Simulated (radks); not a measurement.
# Pt⁺ in [Kr] 4d10 4f14 5s2 5p5.5 5d9 6p0.5: an all-electron calculation

Wanted: eigenvalues, radial structure and energy terms of the platinum ion Pt+.

The numbers are computed with radks (a radial shooting solver on a logarithmic mesh, Libxc functionals) version 1 (Dirac Kohn-Sham, LDA (Slater exchange, Perdew-Zunger correlation), spin-unpolarised, spherical densities, finite nucleus; open shells fill j = l - 1/2 first), except any that are marked as measured or tabulated.

## (1) What is computed

| Quantity | Value |
| --- | --- |
| element | platinum (Z = 78) |
| charge | +1 |
| electrons | 77 |
| configuration | [Kr] 4d10 4f14 5s2 5p5.5 5d9 6p0.5 |
| nuclear rms radius | 5.427 fm |

## (2) Self-consistent calculation

Input:

```text
Z 78
configuration [Kr] 4d10 4f14 5s2 5p5.5 5d9 6p0.5 6s0 5f0 6d0 7p0
relativity Dirac
functional lda,pz
spin unpolarised
j_filling energy
nucleus finite rms 5.427 fm
c 137.035999084
```

What does the calculation give?

As calculated:

```
                        quantity                   value
                    total energy     -18431.2557 hartree
exchange-correlation share of it                  1.88 %
                            −T/E                  1.1431
          highest occupied level        6p1/2, -8.432 eV
    most extended occupied level  6p1/2, <r> = 3.30 bohr
 radius at density 0.001 e/bohr³               4.06 bohr
    maxima of the radial density                       4
```

What this shows: The radial density shows 4 maxima for 6 occupied principal shells; where shells overlap, one shows as a shoulder or not at all. −T/E is 1.143: with relativity the kinetic term as defined here no longer equals −E. This is not the tabulated ground configuration, so its levels and sizes aren't those of the ground state, and no measured value stands beside it.
